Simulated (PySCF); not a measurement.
# Si₅H₁₂: a look at the electrons

Aim: take Si₅H₁₂ and analyse its density (charges, bond critical points, surface potential), see where an electron leaves and enters and measure its response to a uniform field.

Method: levels as typed in each script, gas phase, geometry from GFN2-xTB; program: PySCF 2.14.0.

**1. The starting structure**

SMILES `[SiH3][Si]([SiH3])([SiH3])[SiH3]`, 17 atoms, charge 0, spin multiplicity 1.

Bond lengths: Si1–Si2 2.344 Å, Si1–H6 1.465 Å, Si1–H7 1.465 Å, Si1–H8 1.465 Å, Si2–Si3 2.344 Å, Si2–Si4 2.344 Å, Si2–Si5 2.344 Å, Si3–H9 1.465 Å, Si3–H10 1.465 Å, Si3–H11 1.465 Å, Si4–H12 1.465 Å, Si4–H13 1.465 Å, Si4–H14 1.464 Å, Si5–H15 1.465 Å, Si5–H16 1.465 Å, Si5–H17 1.465 Å. Angles: Si2–Si1–H6 112.4°, Si2–Si1–H7 112.4°, Si2–Si1–H8 112.6°, H6–Si1–H7 106.3°, H6–Si1–H8 106.4°, H7–Si1–H8 106.3°, Si1–Si2–Si3 109.6°, Si1–Si2–Si4 109.7°, Si1–Si2–Si5 109.3°, Si3–Si2–Si4 109.1°, Si3–Si2–Si5 109.6°, Si4–Si2–Si5 109.6°, Si2–Si3–H9 112.7°, Si2–Si3–H10 112.4°, Si2–Si3–H11 112.4°, H9–Si3–H10 106.4°, H9–Si3–H11 106.3°, H10–Si3–H11 106.3° and more.

Coordinates:

| atom | x (Å) | y (Å) | z (Å) |
| --- | --- | --- | --- |
| Si1 | 1.5214 | -1.7802 | 0.1365 |
| Si2 | 0.0016 | -0.0008 | 0.0005 |
| Si3 | -1.3050 | -0.2273 | -1.9324 |
| Si4 | -1.4000 | -0.0142 | 1.8793 |
| Si5 | 1.1827 | 2.0221 | -0.0837 |
| H6 | 2.4064 | -1.8496 | -1.0286 |
| H7 | 2.3923 | -1.6814 | 1.3098 |
| H8 | 0.8562 | -3.0817 | 0.2274 |
| H9 | -0.5151 | -0.1305 | -3.1619 |
| H10 | -2.0001 | -1.5153 | -1.9892 |
| H11 | -2.3414 | 0.8032 | -2.0281 |
| H12 | -2.1358 | -1.2732 | 2.0180 |
| H13 | -2.4074 | 1.0479 | 1.8290 |
| H14 | -0.6651 | 0.1742 | 3.1319 |
| H15 | 1.9863 | 2.2505 | 1.1194 |
| H16 | 2.1123 | 2.0792 | -1.2140 |
| H17 | 0.3003 | 3.1834 | -0.2167 |

**2. Density, bond paths and surface potential (wB97X/def2-tzvp)**

The input, input.py:

```python
import numpy as np
from pyscf import gto, scf, dft
from pyscf.scf import atom_ks, atom_hf
from scipy.linalg import block_diag

def solve(mol, dm0=None, hcore=None):
    mf = (dft.UKS if mol.spin else dft.RKS)(mol, xc='wb97x')
    mf.grids.level = 3
    mf = mf.density_fit(auxbasis='def2-universal-jkfit')
    mf.conv_tol, mf.max_cycle = 1e-8, 80
    if hcore is not None:
        mf.get_hcore = lambda *args: hcore
    mf.kernel(dm0)
    if not mf.converged:
        mf = mf.newton().run(mf.mo_coeff, mf.mo_occ, max_cycle=30)
    assert mf.converged, 'SCF not converged'
    return mf

mol = gto.M(atom='''
Si     1.52145    -1.78017     0.13651
Si     0.00160    -0.00085     0.00052
Si    -1.30498    -0.22732    -1.93241
Si    -1.39999    -0.01423     1.87927
Si     1.18272     2.02207    -0.08367
H      2.40642    -1.84959    -1.02856
H      2.39234    -1.68141     1.30981
H      0.85616    -3.08170     0.22744
H     -0.51510    -0.13054    -3.16191
H     -2.00011    -1.51531    -1.98920
H     -2.34139     0.80317    -2.02809
H     -2.13583    -1.27315     2.01802
H     -2.40739     1.04795     1.82895
H     -0.66514     0.17423     3.13194
H      1.98634     2.25054     1.11935
H      2.11227     2.07923    -1.21404
H      0.30031     3.18337    -0.21672
''', basis='def2-tzvp', charge=0, spin=0, verbose=4)
mf = solve(mol)
mf.analyze()
# spherically averaged free atoms, for the promolecule
atm = atom_ks.get_atm_nrks(mol, xc='wb97x')
pro = block_diag(*[(atm[a[0]][2] * atm[a[0]][3]) @ atm[a[0]][2].T for a in mol._atom])
np.savez('result.npz', e=mf.e_tot, c=mf.mo_coeff, occ=mf.mo_occ, eps=mf.mo_energy, pro=pro, dip=mf.dip_moment(verbose=0), s2=mf.spin_square()[0])
```

On the command line:

```bash
$ OMP_NUM_THREADS=1 python input.py
```

**4. Removing and adding an electron (wB97X/def2-tzvp)**

The input, input.py:

```python
import numpy as np
from pyscf import gto, scf, dft
from pyscf.scf import atom_ks, atom_hf
from scipy.linalg import block_diag

def solve(mol, dm0=None, hcore=None):
    mf = (dft.UKS if mol.spin else dft.RKS)(mol, xc='wb97x')
    mf.grids.level = 3
    mf = mf.density_fit(auxbasis='def2-universal-jkfit')
    mf.conv_tol, mf.max_cycle = 1e-8, 80
    if hcore is not None:
        mf.get_hcore = lambda *args: hcore
    mf.kernel(dm0)
    if not mf.converged:
        mf = mf.newton().run(mf.mo_coeff, mf.mo_occ, max_cycle=30)
    assert mf.converged, 'SCF not converged'
    return mf

mol = gto.M(atom='''
Si     1.52145    -1.78017     0.13651
Si     0.00160    -0.00085     0.00052
Si    -1.30498    -0.22732    -1.93241
Si    -1.39999    -0.01423     1.87927
Si     1.18272     2.02207    -0.08367
H      2.40642    -1.84959    -1.02856
H      2.39234    -1.68141     1.30981
H      0.85616    -3.08170     0.22744
H     -0.51510    -0.13054    -3.16191
H     -2.00011    -1.51531    -1.98920
H     -2.34139     0.80317    -2.02809
H     -2.13583    -1.27315     2.01802
H     -2.40739     1.04795     1.82895
H     -0.66514     0.17423     3.13194
H      1.98634     2.25054     1.11935
H      2.11227     2.07923    -1.21404
H      0.30031     3.18337    -0.21672
''', basis='def2-tzvp', charge=0, spin=0, verbose=4)
mf = solve(mol)
out = dict(e0=mf.e_tot, dm0=mf.make_rdm1(), c=mf.mo_coeff, occ=mf.mo_occ, eps=mf.mo_energy)
for name, dq, spin in [('cation', 1, 1)]:
    ion = mol.copy().set(charge=mol.charge + dq, spin=spin).build()
    mi = solve(ion)
    if spin and dq > 0 and mol.nao < 130:
        c, _, stable, _ = mi.stability(return_status=True)
        if not stable:
            mi = solve(ion, mi.make_rdm1(c, mi.mo_occ))
    print(name, 'vertical energy change / eV', (mi.e_tot - mf.e_tot) * 27.211386)
    out.update({'e_' + name: mi.e_tot, 'dm_' + name: mi.make_rdm1(), 's2_' + name: mi.spin_square()[0], 'eps_' + name: mi.mo_energy, 'occ_' + name: mi.mo_occ})
# spherically averaged free atoms, for the promolecule
atm = atom_ks.get_atm_nrks(mol, xc='wb97x')
pro = block_diag(*[(atm[a[0]][2] * atm[a[0]][3]) @ atm[a[0]][2].T for a in mol._atom])
np.savez('result.npz', pro=pro, **out)
```

**5. Response to an electric field (wB97X/def2-tzvp)**

input.py: that of step 4 with these lines changed.

```diff
@@ -37,13 +37,10 @@
 ''', basis='def2-tzvp', charge=0, spin=0, verbose=4)
+field = np.array([0.004, 0.0, 0.0])  # atomic units
+mol.set_common_orig(mol.atom_charges() @ mol.atom_coords() / mol.atom_charges().sum())
 mf = solve(mol)
-out = dict(e0=mf.e_tot, dm0=mf.make_rdm1(), c=mf.mo_coeff, occ=mf.mo_occ, eps=mf.mo_energy)
-for name, dq, spin in [('cation', 1, 1)]:
-    ion = mol.copy().set(charge=mol.charge + dq, spin=spin).build()
-    mi = solve(ion)
-    if spin and dq > 0 and mol.nao < 130:
-        c, _, stable, _ = mi.stability(return_status=True)
-        if not stable:
-            mi = solve(ion, mi.make_rdm1(c, mi.mo_occ))
-    print(name, 'vertical energy change / eV', (mi.e_tot - mf.e_tot) * 27.211386)
-    out.update({'e_' + name: mi.e_tot, 'dm_' + name: mi.make_rdm1(), 's2_' + name: mi.spin_square()[0], 'eps_' + name: mi.mo_energy, 'occ_' + name: mi.mo_occ})
+out = dict(dm0=mf.make_rdm1(), d0=mf.dip_moment(unit='AU'), e0=mf.e_tot)
+for name, sign in (('p', 1), ('m', -1)):
+    h = mf.get_hcore() + sign * np.einsum('x,xij->ij', field, mol.intor('int1e_r'))
+    mi = solve(mol, mf.make_rdm1(), h)
+    out.update({'dm' + name: mi.make_rdm1(), 'd' + name: mi.dip_moment(unit='AU'), 'e' + name: mi.e_tot})
 # spherically averaged free atoms, for the promolecule
```

(Steps that only read results are left out.)

What does the calculation give? Wanted: dipole moment; HOMO, LUMO; polarisability along the field.

The runs gave:

| quantity | value |
| --- | --- |
| dipole moment (wB97X/def2-tzvp) | 0.01 D |
| HOMO, LUMO (wB97X/def2-tzvp) | -10.40, 1.48 eV |
| polarisability along the field (wB97X/def2-tzvp) | 146.1 bohr³ |

What this shows: At wB97X/def2-tzvp: The highest Hirshfeld charge is on Si1, Si3, Si4 and Si5 (+0.22 e), the lowest on H7, H10, H12 and H17 (−0.08 e). All values hold at the given geometry, in the gas phase.
